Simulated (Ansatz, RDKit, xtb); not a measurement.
**Si3PH8Br: which of the isomers drawn lies lowest?**

Which of a sample of isomers of Si3PH8Br is the most stable in the gas at 298.15 K, and what are its properties? The sample is small against all isomers, and the most stable one of this formula need not be in it.

The funnel: GFN2-xTB relaxations, single points with a density functional, relaxations at B3LYP/def2-SVP, harmonic vibrations (at GFN2-xTB), and a last energy at a higher level. All values are calculated.

## 1. Candidates

Isomers were taken from a list of plausible structures; this is a sample, not all of them. That gives 4 candidates.

```csv
label,SMILES,spin
c378,[SiH3][Si@H](P)[SiH2]Br,singlet
c544,[SiH3][SiH2][P@H][SiH2]Br,singlet
c579,P[SiH2][SiH2][SiH2]Br,singlet
c996,[SiH3]P([SiH3])[SiH2]Br,singlet
```

Candidates are built by distance geometry, with a force field where one applies, in up to four conformers (letters a to d).

**Question.** With final energies at CCSD(T)/def2-SVP + MP2/def2-TZVPP - MP2/def2-SVP, which structure will this search put lowest in free energy, and by what margin?

| quantity | value |
| --- | --- |
| lowest structure found | [SiH3]P([SiH3])[SiH2]Br, singlet |
| next finalist | [SiH3][SiH2][P@H][SiH2]Br, singlet, 7.5 kcal/mol higher in G |
| share at equilibrium, among the finalists | 100.0 % |

The lowest structure found is `[SiH3]P([SiH3])[SiH2]Br`. The margin of 7.5 kcal/mol over the next finalist is beyond the usual error of the last level; it says nothing of structures that weren't ranked. GFN2-xTB, HF/STO-3G, r2SCAN-D4/def2-SVP, B3LYP/def2-SVP, HF/def2-SVP and MP2/def2-SVP already put its bonding pattern lowest among the structures in one piece. 2 minima inside the window were never screened. The search is not exhaustive (a finite list of starts, one conformer a finalist), so a lower isomer can't be ruled out. Only 4 drawn patterns were tried, so whole families of isomers are missing, and the result ranks this sample alone. The lowest isomer need not be the one that is made and kept in a bottle, which depends on barriers.
